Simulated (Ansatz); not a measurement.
# C2H4ClF (1-chloro-2-fluoroethane) at BLYP/6-311+G(d,p)

Aim: the electronic atomisation energy of C2H4ClF (1-chloro-2-fluoroethane) at BLYP/6-311+G**, from 5 runs. 

The results are computed with Ansatz 0.2.0.

37 further runs of the same task are left out: 37 set aside as unsound or not needed.

### Step 1. The structure to begin with

C2H4ClF: 8 atoms, total charge 0, spin state singlet. SMILES: `FCCCl`. The shape is that of a PBE0-D4/def2-TZVP optimisation. This is one conformer, not always the lowest.

Bond lengths: F1–C2 1.375 Å, C2–C3 1.501 Å, C3–Cl4 1.778 Å, C2–H5 1.093 Å, C2–H6 1.096 Å, C3–H7 1.090 Å, C3–H8 1.091 Å. Some angles: F1–C2–C3 110.9°, C2–C3–Cl4 112.2°, F1–C2–H5 108.3°, F1–C2–H6 108.0°, C3–C2–H5 111.2°, C3–C2–H6 109.0°, C2–C3–H7 110.7°, C2–C3–H8 109.7°, Cl4–C3–H7 107.4°, Cl4–C3–H8 107.5°.

### Step 2. The energy at BLYP/6-311+G(d,p)

job.yaml

```yaml
crystal:
  periodic: [false, false, false]
  atoms:
    - symbol: F
      position_ang: [-1.336980, 0.498150, 1.030500]
    - symbol: C
      position_ang: [-0.143560, 0.671020, 0.368890]
    - symbol: C
      position_ang: [0.300450, -0.609920, -0.275720]
    - symbol: Cl
      position_ang: [-0.759330, -1.087620, -1.620890]
    - symbol: H
      position_ang: [-0.273910, 1.462220, -0.374180]
    - symbol: H
      position_ang: [0.609620, 0.981160, 1.102570]
    - symbol: H
      position_ang: [0.296790, -1.425630, 0.446820]
    - symbol: H
      position_ang: [1.306920, -0.489380, -0.677980]
basis:
  gaussian:
    orbitals: 6-311+G_st__st_-spherical.json
hamiltonian:
  xc: {name: BLYP}
accuracy: high
output:
  orbitals: {seedname: orbitals}
```

The basis set 6-311+G** is read from a file made from the Basis Set Exchange's data (not shown).

Started as:

```console
$ ansatz run job.yaml --threads 1 --pin off --max-ram 3480MiB --events-out events.jsonl --progress --plain --runs-dir runs
```

Output:

```text
Warning: RAYON_NUM_THREADS=1 ignored (pool sized by the plan → 1); use --threads N
Functional definition: BLYP
  name "BLYP"
  parameter beta = 0.0042
  parameter a = 0.04918
  parameter b = 0.132
  parameter c = 0.2533
  parameter d = 0.349
  exchange = b88_x(beta = beta)
  correlation = lyp_c(a = a, b = b, c = c, d = d)
2284 factors; integrals over basis functions are off by at most 4.6e-9 eV
mean field evaluation 1: about -17370.1902 eV, gradient 6.2e1 eV
mean field evaluation 2: about -17355.0808 eV, gradient 9.6e1 eV
mean field evaluation 4: about -17379.0214 eV, gradient 4.0e0 eV
mean field evaluation 8: about -17379.0549 eV, gradient 1.4e-1 eV
mean field evaluation 16: about -17379.0550 eV, gradient 2.1e-5 eV
mean field -17379.05496613 eV, -638.6684900589 hartree, gradient 5.4e-8 eV, S^2 0.000000; 0 other end points of the search recorded, 0 dependent functions left out
reference -17379.05502747 eV, -638.6684923130 hartree; 21, 21 occupied and 99, 99 virtual orbitals, 2284 factors
Total energy: -17379.05502747 eV, -638.6684923130 hartree
```

It took 9.6 s on 1 thread of Arm Neoverse V1, shared host; peak memory 0.33 GiB.

### Step 3. The C atom, same level

in.yaml

```yaml
basis:
  gaussian: {orbitals: 6-311+G_st__st_.json}
crystal:
  periodic: [false, false, false]
  atoms:
    - {symbol: C, position_ang: [0.000000, 0.000000, 0.000000]}
magnetization: {spin_polarized: true, initial_magnetization: 2}
hamiltonian: {xc: {name: BLYP}}
accuracy: high
```

The basis set 6-311+G** is read from a file made from the Basis Set Exchange's data (not shown).

Started as:

```console
$ ansatz run in.yaml --threads 1 --pin off --max-ram 3480MiB --events-out events.jsonl --progress --plain --runs-dir runs
```

Output, shortened:

```text
Warning: RAYON_NUM_THREADS=1 ignored (pool sized by the plan → 1); use --threads N
[... 9 set-up lines as earlier in the session ...]
169 factors; integrals over basis functions are off by at most 2.6e-9 eV
mean field evaluation 1: about -1029.4592 eV, gradient 7.3e0 eV
mean field evaluation 2: about -1029.5699 eV, gradient 5.9e0 eV
mean field evaluation 4: about -1029.8010 eV, gradient 2.4e-1 eV
mean field evaluation 8: about -1029.8006 eV, gradient 7.7e-4 eV
mean field evaluation 16: about -1029.7097 eV, gradient 3.8e0 eV
mean field evaluation 32: about -1029.8005 eV, gradient 5.9e-2 eV
mean field -1029.80056033 eV, -37.8444725684 hartree, gradient 9.0e-9 eV, S^2 2.002703; 4 other end points of the search recorded, 0 dependent functions left out
reference -1029.80059390 eV, -37.8444738018 hartree; 4, 2 occupied and 18, 20 virtual orbitals, 169 factors
Total energy: -1029.80059390 eV, -37.8444738018 hartree
```

Run time: 0.87 s. Hardware: 1 thread of Arm Neoverse V1, shared host.

### Step 4. The Cl atom

input.yaml

```yaml
crystal:
  periodic: [false, false, false]
  atoms:
    - {symbol: Cl, position_ang: [0.000000, 0.000000, 0.000000]}
basis:
  gaussian: {orbitals: 6-311+G_st__st_-spherical.json}
magnetization: {spin_polarized: true, initial_magnetization: 1}
hamiltonian: {xc: {name: BLYP}}
accuracy: high
```

The basis set 6-311+G** is read from a file made from the Basis Set Exchange's data (not shown).

Run the same way, it converges to -460.15065 Eh (log not shown).

### Step 5. The F atom

molecule.yaml

```yaml
crystal:
  periodic: [false, false, false]
  atoms:
    - {symbol: F, position_ang: [0.000000, 0.000000, 0.000000]}
basis:
  gaussian:
    orbitals: 6-311+G_st__st_.json
hamiltonian:
  xc: {name: BLYP}
accuracy: high
magnetization:
  spin_polarized: true
  initial_magnetization: 1
```

The basis set 6-311+G** is read from a file made from the Basis Set Exchange's data (not shown).

Run the same way, it converges to -99.75204 Eh (log not shown).

### Step 6. The H atom

job.yaml

```yaml
crystal:
  periodic: [false, false, false]
  atoms:
    - symbol: H
      position_ang: [0.000000, 0.000000, 0.000000]
basis:
  gaussian: {orbitals: 6-311+G_st__st_.json}
magnetization: {spin_polarized: true, initial_magnetization: 1}
hamiltonian: {xc: {name: BLYP}}
accuracy: high
```

The basis set 6-311+G** is read from a file made from the Basis Set Exchange's data (not shown).

Run the same way, it converges to -0.49755 Eh (log not shown).

### Step 7. Results

At BLYP/6-311+G**:

| quantity | value |
| --- | --- |
| molecule: total energy | -638.66849 Eh |
| molecule: HOMO energy | -7.11 eV |
| molecule: LUMO energy | -0.63 eV |
| molecule: HOMO–LUMO gap | 6.48 eV |
| C atom: total energy | -37.84447 Eh |
| C atom: ⟨S²⟩ | 2.003 |
| Cl atom: total energy | -460.15065 Eh |
| Cl atom: ⟨S²⟩ | 0.751 |
| F atom: total energy | -99.75204 Eh |
| F atom: ⟨S²⟩ | 0.751 |
| H atom: total energy | -0.49755 Eh |
| H atom: ⟨S²⟩ | 0.750 |
| electronic atomisation energy | 29.569 eV |

What this shows: Taking the molecule apart into free atoms costs 29.57 eV (682 kcal/mol), before zero-point energy and without spin-orbit coupling.
